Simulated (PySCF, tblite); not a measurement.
# Al₁₂N₁₂H₁₂: electronic excitations

Aim: compute the electronic excitations of Al₁₂N₁₂H₁₂.

Programs: tblite 0.8.0 and PySCF 2.14.0, with routines of our own; each step states its level. All values are computed. Atoms count from 0.

## (1) The system as given

36 atoms, charge 0, multiplicity 1; geometry from: force field, distance geometry or constructed start.

## (2) Optimising the geometry with GFN2-xTB

What the job is given:

```
{"job": {"kind": "relax", "xc": "GFN2-xTB", "basis": "xTB"}, "charge": 0, "multiplicity": 1}
N      2.588100     1.489600     0.823900
Al     2.580000     1.494000    -0.984800
N      1.496600     2.580900    -1.878600
N     -0.000700     2.987200     0.819300
Al    -0.001000     2.981600    -0.974500
N     -1.494700     2.582700    -1.882200
N     -2.583100     1.493100     0.822200
Al    -2.579800     1.494100    -0.976400
N     -2.980100    -0.002100    -1.880000
N     -2.586000    -1.492200     0.827100
Al    -2.585300    -1.492600    -0.980000
N     -1.493900    -2.585200    -1.879600
N     -0.003400    -2.982100     0.830500
Al     0.002200    -2.983400    -0.980600
N      1.489200    -2.578100    -1.879400
N      2.581300    -1.490800     0.831800
Al     2.583600    -1.489500    -0.977000
N      2.981700    -0.003400    -1.880600
Al     2.982200     0.001800     1.729700
Al     1.494200     2.584100     1.729900
Al    -1.493700     2.587000     1.728700
Al    -2.983700     0.001500     1.727000
Al    -1.488000    -2.578600     1.733800
Al     1.487200    -2.587500     1.725700
H      1.702600     2.950700    -2.829500
H     -1.708200     2.947200    -2.827900
H     -3.403500     0.002300    -2.831100
H     -1.702700    -2.947500    -2.829200
H      1.702700    -2.947700    -2.832400
H      3.405300     0.000400    -2.827000
H      3.610400     0.000600     3.134000
H      1.801500     3.124900     3.135300
H     -1.804400     3.123700     3.133200
H     -3.604700    -0.001300     3.138800
H     -1.802200    -3.121800     3.131800
H      1.803900    -3.121400     3.132200
```

Started as:

```bash
$ OMP_NUM_THREADS=2 python large_run.py task.json out
```

The driver reads the jobs from task.json and runs them one after another.

Log:

```text
step      E/eV     max force
  0   -1490.12849    1.639
  1   -1490.37582    0.871
  2   -1490.56919    0.970
  3   -1490.89192    0.854
  4   -1491.06894    0.910
  5   -1491.13060    0.537
  6   -1491.17035    0.273
  7   -1491.18835    0.339
  8   -1491.23103    0.388
  9   -1491.25535    0.230
 10   -1491.26876    0.181
 11   -1491.27383    0.138
 12   -1491.27781    0.100
 13   -1491.28231    0.123
 14   -1491.28631    0.104
 15   -1491.28873    0.091
 16   -1491.29003    0.063
 17   -1491.29089    0.052
 18   -1491.29148    0.047
 19   -1491.29182    0.031
 20   -1491.29209    0.039
 21   -1491.29253    0.045
 22   -1491.29329    0.068
 23   -1491.29441    0.083
 24   -1491.29559    0.073
 25   -1491.29658    0.053
 26   -1491.29756    0.066
 27   -1491.29917    0.108
 28   -1491.30265    0.187
 29   -1491.31013    0.293
 30   -1491.32272    0.475
 31   -1491.34105    0.566
 32   -1491.38811    0.590
 33   -1491.43582    0.383
 34   -1491.45265    0.351
 35   -1491.47942    0.317
 36   -1491.51772    0.395
 37   -1491.59385    0.445
 38   -1491.65135    0.634
 39   -1491.73822    0.756
 40   -1491.81794    0.704
 41   -1491.91669    0.803
 42   -1491.98970    0.754
 43   -1492.07518    0.566
 44   -1492.12731    0.301
 45   -1492.16164    0.291
 46   -1492.18708    0.230
 47   -1492.19616    0.164
 48   -1492.20563    0.123
 49   -1492.21027    0.092
 50   -1492.21199    0.060
 51   -1492.21264    0.040
 52   -1492.21320    0.032
 53   -1492.21366    0.038
 54   -1492.21418    0.039
 55   -1492.21480    0.042
 56   -1492.21554    0.054
 57   -1492.21625    0.049
 58   -1492.21682    0.039
 59   -1492.21730    0.042
 60   -1492.21781    0.046
 61   -1492.21840    0.051
 62   -1492.21901    0.049
 63   -1492.21954    0.041
 64   -1492.21992    0.034
 65   -1492.22019    0.026
 66   -1492.22040    0.027
 67   -1492.22062    0.029
 68   -1492.22089    0.029
 69   -1492.22120    0.028
 70   -1492.22143    0.025
 71   -1492.22156    0.016
```

Wall time 6.5 s (2 threads of Arm Neoverse N1, shared host); peak memory 0.16 GiB.

Step by step:

| step | energy from step 0 (eV) | largest force (eV/Å) |
| --- | --- | --- |
| 0 | 0.0000 | 1.6392 |
| 1 | -0.2473 | 0.8712 |
| 2 | -0.4407 | 0.9695 |
| 3 | -0.7634 | 0.8541 |
| 4 | -0.9405 | 0.9097 |
| 5 | -1.0021 | 0.5375 |
| 6 | -1.0419 | 0.2729 |
| 7 | -1.0599 | 0.3394 |
| 8 | -1.1025 | 0.3876 |
| 13 | -1.1538 | 0.1227 |
| 18 | -1.1630 | 0.0471 |
| 24 | -1.1671 | 0.0734 |
| 29 | -1.1816 | 0.2928 |
| 34 | -1.3242 | 0.3508 |
| 40 | -1.6894 | 0.7042 |
| 45 | -2.0331 | 0.2901 |
| 50 | -2.0835 | 0.0599 |
| 56 | -2.0870 | 0.0537 |
| 61 | -2.0899 | 0.0516 |
| 67 | -2.0921 | 0.0288 |
| 68 | -2.0924 | 0.0287 |
| 69 | -2.0927 | 0.0283 |
| 70 | -2.0929 | 0.0245 |
| 71 | -2.0931 | 0.0157 |

Close pairs (by a distance rule), those that changed most:

| bond | before (Å) | after (Å) | change (Å) |
| --- | --- | --- | --- |
| N3–Al4 | 1.794 | 1.838 | +0.044 |
| N6–Al7 | 1.799 | 1.838 | +0.040 |
| N12–Al23 | 1.783 | 1.821 | +0.038 |
| N12–Al22 | 1.784 | 1.821 | +0.037 |
| N0–Al18 | 1.786 | 1.822 | +0.036 |
| N15–Al18 | 1.787 | 1.822 | +0.035 |
| N9–Al21 | 1.789 | 1.822 | +0.034 |
| N15–Al23 | 1.789 | 1.822 | +0.033 |

The next job starts from the end point, and lists it.

## (3) Infrared spectrum with GFN2-xTB

What the job is given:

```
{"job": {"kind": "ir", "xc": "GFN2-xTB", "basis": "xTB"}, "charge": 0, "multiplicity": 1}
N      2.766431     1.599004     1.248192
Al     2.577613     1.492443    -0.577247
N      1.598342     2.768408    -1.399069
N      0.001403     3.193925     1.246062
Al     0.002469     2.977953    -0.579421
N     -1.592870     2.762306    -1.399543
N     -2.766096     1.596280     1.245795
Al    -2.574897     1.486476    -0.579352
N     -3.185866    -0.003246    -1.398180
N     -2.767870    -1.598128     1.248646
Al    -2.576349    -1.490966    -0.576298
N     -1.600604    -2.768860    -1.398526
N     -0.000621    -3.192590     1.245857
Al    -0.003717    -2.975077    -0.580254
N      1.591908    -2.759615    -1.400143
N      2.763542    -1.598471     1.245190
Al     2.574436    -1.484957    -0.580019
N      3.189179     0.003671    -1.397221
Al     3.604048    -0.000670     1.490546
Al     1.803009     3.123869     1.502146
Al    -1.801890     3.122763     1.490981
Al    -3.609117    -0.000344     1.492957
Al    -1.803017    -3.123198     1.498600
Al     1.803678    -3.127941     1.486253
H      1.695372     2.932725    -2.396381
H     -1.688784     2.938362    -2.395130
H     -3.384470    -0.004530    -2.393876
H     -1.700474    -2.936241    -2.394981
H      1.691275    -2.932938    -2.395755
H      3.390900     0.012668    -2.392276
H      5.137173     0.004999     1.617923
H      2.563814     4.450235     1.660637
H     -2.564936     4.451573     1.620089
H     -5.140635     0.004729     1.635708
H     -2.570060    -4.448808     1.644671
H      2.571332    -4.454058     1.617495
```

Log:

```text
mode    cm-1     km/mol
  1     -11.2      0.00
  2      -8.6      0.00
  3      19.9      0.00
  4      40.4      0.00
  5      40.5      0.00
  6      82.4      0.00
  7      93.5      0.00
  8     113.4      0.01
  9     114.4      0.00
 10     123.2      3.56
 11     123.4      3.62
 12     138.2      0.12
 13     140.1      0.01
 14     140.9      0.12
 15     141.8      3.72
 16     142.7      3.33
 17     143.8      0.08
 18     160.4      0.02
 19     161.1     36.92
 20     172.1      0.00
 21     172.3      0.00
 22     183.9      0.00
 23     193.8      0.06
 24     193.9      0.08
 25     202.9      0.00
 26     208.8     10.07
 27     214.5      0.02
 28     214.6      0.01
 29     227.0     25.54
 30     227.2     26.11
 31     246.8      0.03
 32     267.7      0.00
 33     267.9      0.00
 34     282.4     19.13
 35     284.6     94.15
 36     284.7     94.49
 37     356.6      8.68
 38     368.7     64.50
 39     369.1     64.33
 40     379.2      0.13
 41     389.4      0.15
 42     389.9      0.02
 43     399.5      0.22
 44     405.3      0.03
 45     406.6      0.03
 46     416.1     30.87
 47     416.5     15.82
 48     419.4    492.41
 49     430.4    174.08
 50     431.6    172.41
 51     458.7      0.00
 52     458.8      0.00
 53     460.0     15.04
 54     495.2      0.00
 55     564.8      9.44
 56     565.0     20.47
 57     565.9     24.45
 58     578.0      0.10
 59     596.0      4.25
 60     596.3      6.84
 61     598.3    434.93
 62     598.8    428.72
 63     612.4      0.11
 64     619.4      0.12
 65     619.9      0.23
 66     635.9      0.06
 67     672.4      0.00
 68     687.1      1.34
 69     688.3      0.86
 70     718.4      0.09
 71     719.0      0.04
 72     743.8     72.16
 73     744.3     74.28
 74     745.3      1.38
 75     745.8      2.07
 76     752.5      0.43
 77     761.2      0.08
 78     767.4    905.39
 79     799.9      0.00
 80     817.5      0.04
 81     847.1      1.21
 82     847.7      1.26
 83     851.2    295.72
 84     851.8    287.39
 85     861.2      1.16
 86     884.4      0.47
 87     889.5      0.03
 88     890.8      0.48
 89     913.8   1263.70
 90     914.9   1250.67
 91    1794.2    101.40
 92    1794.7    149.18
 93    1796.5    280.44
 94    1798.8    725.63
 95    1799.8    463.65
 96    1804.2    192.29
 97    3334.1      0.38
 98    3335.1      0.05
 99    3336.4      0.08
100    3339.7      9.48
101    3341.0      9.78
102    3344.4      4.74
```

It took 18 s on 2 threads of Arm Neoverse N1, shared host; peak memory 0.16 GiB.

The strongest bands and the atoms that carry them (share of the mass-weighted mode):

| cm⁻¹ | km/mol | atoms |
| --- | --- | --- |
| 419 | 492.4 | H34 13 %, H35 13 % |
| 598 | 434.9 | H34 23 %, H31 22 %, H35 21 %, H32 20 % |
| 599 | 428.7 | H30 29 %, H33 28 % |
| 767 | 905.4 |  |
| 914 | 1263.7 | N15 19 %, N6 17 %, N0 16 %, N9 15 % |
| 915 | 1250.7 | N3 23 %, N12 22 % |
| 1799 | 725.6 | H32 50 %, H35 34 % |
| 1800 | 463.6 | H31 38 %, H35 30 %, H33 12 % |

## (4) Electronic excitations: TDA PBE0/def2-SVP

The job, as its differences from that of step 3:

```diff
@@ -1,2 +1,2 @@
-{"job": {"kind": "ir", "xc": "GFN2-xTB", "basis": "xTB"}, "charge": 0, "multiplicity": 1}
+{"job": {"kind": "uv", "basis": "def2-SVP", "grid": 1, "kgrid": 0, "vcut": 1.5, "nstates": 6, "ntriplets": 2, "tda": true, "delta": [], "pop": true, "xc": "PBE0"}, "charge": 0, "multiplicity": 1}
 N      2.766431     1.599004     1.248192
```

With the program's defaults for keys left out, this is: TDA PBE0/def2-SVP, vertical, gas phase, core orbitals frozen in the response, virtual orbitals cut by energy.

Log:

```text
start: PBE on a coarse grid of 37633 points
cycle   1  E = -3568.8410748494  dE =  3.313e+00  |g| = 2.171e+00  |ddm| = 7.479e+00
cycle   2  E = -3563.7919671446  dE =  5.049e+00  |g| = 4.683e+00  |ddm| = 9.844e+00
cycle   3  E = -3569.7627143201  dE = -5.971e+00  |g| = 8.288e-01  |ddm| = 8.196e+00
cycle   4  E = -3569.9123772805  dE = -1.497e-01  |g| = 4.303e-01  |ddm| = 1.242e+00
cycle   5  E = -3569.9556755545  dE = -4.330e-02  |g| = 6.854e-02  |ddm| = 5.329e-01
cycle   6  E = -3569.9575522324  dE = -1.877e-03  |g| = 1.849e-02  |ddm| = 1.581e-01
cycle   7  E = -3569.9576560773  dE = -1.038e-04  |g| = 5.331e-03  |ddm| = 4.718e-02
final grid: 153764 points
cycle   8  E = -3570.8536331672  dE = -1.921e-02  |g| = 3.515e-02  |ddm| = 5.646e-01
cycle   9  E = -3570.8535292067  dE =  1.040e-04  |g| = 4.156e-02  |ddm| = 9.749e-02
cycle  10  E = -3570.8539277455  dE = -3.985e-04  |g| = 1.412e-02  |ddm| = 5.603e-02
cycle  11  E = -3570.8539701952  dE = -4.245e-05  |g| = 4.296e-03  |ddm| = 1.647e-02
cycle  12  E = -3570.8539746060  dE = -4.411e-06  |g| = 8.684e-04  |ddm| = 6.461e-03
cycle  13  E = -3570.8539769816  dE = -2.376e-06  |g| = 4.980e-04  |ddm| = 1.395e-03
cycle  14  E = -3570.8539738010  dE =  3.181e-06  |g| = 6.917e-05  |ddm| = 6.589e-04
converged SCF energy = -3570.8539738010

Static polarisability (au): isotropic 311.341, principal 267.647 333.106 333.270

Singlet excitations
state   eV       nm        f      main configurations
  1   4.2713    290.3   0.00000   H->L 0.94
  2   4.2737    290.1   0.00000   H-1->L 0.94
  3   4.3499    285.0   0.00000   H-2->L 0.95
  4   4.6550    266.3   0.04655   H-3->L 0.92
  5   4.6572    266.2   0.04639   H-4->L 0.92
  6   4.8600    255.1   0.00001   H-5->L 0.93

Triplet excitations (Tamm-Dancoff, eV): 4.0325 4.0346
```

It took 1.7 min on 2 threads of Arm Neoverse N1, shared host; peak memory 1.7 GiB.

The orbitals next to the gap, with their largest atomic shares:

| orbital | eV | atoms |
| --- | --- | --- |
| HOMO−4 | -7.16 | N3 15 %, N12 15 %, N0 11 % |
| HOMO−3 | -7.15 | N15 16 %, N6 16 %, N9 8 % |
| HOMO−2 | -6.85 | N12 14 %, N15 14 %, N9 14 % |
| HOMO−1 | -6.76 | N6 17 %, N15 16 %, N9 16 % |
| HOMO | -6.76 | N3 22 %, N12 20 %, N0 8 % |
| LUMO | -1.59 | Al13 10 %, Al16 10 %, Al10 10 % |
| LUMO+1 | -0.70 | Al22 13 %, Al18 13 %, Al20 13 % |
| LUMO+2 | -0.67 | Al1 12 %, Al4 12 %, Al16 12 % |
| LUMO+3 | -0.44 | Al13 12 %, Al4 12 %, Al10 11 % |

With each of the 6 states as a Gaussian band of 0.4 eV half-width at 1/e, the curve within the window shown has maxima at 266 nm (ε 3,800) L/(mol cm). Beyond the last state computed it falls off for lack of states. The curve at chosen wavelengths:

```tsv
nm	ε (L/mol/cm)
240	770
244	1254
248	1846
252	2479
256	3062
259	3409
263	3698
267	3756
271	3594
275	3256
279	2806
283	2311
287	1825
290	1491
294	1104
298	792
302	551
306	373
310	247
314	160
318	101
321	71
325	44
329	26
333	16
337	9
```

Further results of this job:

| property | computed |
| --- | --- |
| dipole moment (D) | 6.21 |
| polarisability (Å³) | 46.14 |
| HOMO–LUMO gap (eV) | 5.16 |
| −ε(HOMO) (eV) | 6.76 |

## (5) Results

```
                                 quantity                        value
strongest single infrared mode (GFN2-xTB)        914 cm⁻¹, 1264 km/mol
             zero-point energy (GFN2-xTB)               100.5 kcal/mol
           lowest singlet (PBE0/def2-SVP)  4.27 eV (290 nm), f = 0.000
 brightest single state of those computed  state 4, 4.66 eV, f = 0.047
                           lowest triplet                      4.03 eV
```

In words: The lowest mode is slightly imaginary (11i cm⁻¹), a soft motion within the noise of the Hessian, so the minimum is not strictly shown. Unscaled tight-binding wavenumbers are off by several per cent, some by more. Its intensities can rank the bands wrongly. The first singlet state (HOMO→LUMO 0.94) lies at 4.27 eV and is dark; of the 6 states computed, the strongest absorption comes from states 4 to 5 together at 4.66 eV. The lowest triplet lies 0.24 eV below the lowest singlet.
